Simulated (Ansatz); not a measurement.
**CH4MgOS: small, medium and large basis sets**

An exercise on one series of results from a longer session: the logs are not shown, and one member is left open.

Method: one geometry, several basis sets; program: Ansatz 0.2.0, Gaussian basis.

The runs, in order: PBE0-D4/def2-SVP; ωB97M-V/def2-SVP; PBE0-D4/def2-QZVPP; ωB97M-V/def2-QZVPP; the functionals' def2-TZVPP values are taken from earlier runs.

**The geometry**

An earlier PBE0-D4 in a triple-zeta def2 set relaxation fixed the geometry.

SMILES `C[S][Mg][OH]`, 8 atoms, charge 0, spin multiplicity 1.

Atoms are counted from 1 here; the program's logs count them from 0.

Bond lengths: C1–S2 1.827 Å, C1–H5 1.090 Å, C1–H6 1.090 Å, C1–H7 1.090 Å, S2–Mg3 2.283 Å, Mg3–O4 1.760 Å, O4–H8 0.947 Å. Angles: S2–C1–H5 106.9°, S2–C1–H6 112.0°, S2–C1–H7 112.0°, H5–C1–H6 108.1°, H5–C1–H7 108.1°, H6–C1–H7 109.6°, C1–S2–Mg3 103.4°, S2–Mg3–O4 178.0°, Mg3–O4–H8 164.1°.

Set-up of the first run:

The input, in.yaml:

```yaml
crystal:
  periodic: [false, false, false]
  atoms:
    - {symbol: C, position_ang: [0.184271, 1.694601, -0.390780]}
    - {symbol: S, position_ang: [1.379836, 0.563926, 0.403706]}
    - {symbol: Mg, position_ang: [0.267888, -1.428874, 0.459003]}
    - {symbol: O, position_ang: [-0.610833, -2.953207, 0.445054]}
    - {symbol: H, position_ang: [0.659729, 2.674153, -0.439761]}
    - {symbol: H, position_ang: [-0.057194, 1.383727, -1.406970]}
    - {symbol: H, position_ang: [-0.733166, 1.791992, 0.189274]}
    - {symbol: H, position_ang: [-0.998331, -3.783419, 0.684674]}
basis:
  gaussian: {orbitals: def2-SVP}
hamiltonian: {xc: pbe0, dispersion: d4}
output: {orbitals: {seedname: orbitals}}
```

Steps of the session up to this table: PBE0-D4 in def2-SVP; ωB97M-V in def2-SVP; PBE0-D4 in def2-QZVPP; ωB97M-V in def2-QZVPP.

One table of the session follows, with a row left open; its other results are not shown here.

It belongs to the step «Density functionals: the series». 

| functional | basis | HOMO (eV) | LUMO (eV) |
| --- | --- | --- | --- |
| PBE0-D4 | def2-SVP | -6.41 | -1.02 |
| PBE0-D4 | def2-TZVPP | -6.49 | -1.13 |
| PBE0-D4 | def2-QZVPP | -6.51 | -1.17 |
| ωB97M-V | def2-SVP | ? | ? |
| ωB97M-V | def2-TZVPP | -8.67 | 0.17 |
| ωB97M-V | def2-QZVPP | -8.69 | -0.03 |

Estimate the missing values for ωB97M-V, def2-SVP.

**Answer.** HOMO (eV): -8.55; LUMO (eV): 0.28. In the column «HOMO (eV)» it lies between ωB97M-V, def2-TZVPP (-8.67) and PBE0-D4, def2-QZVPP (-6.51).
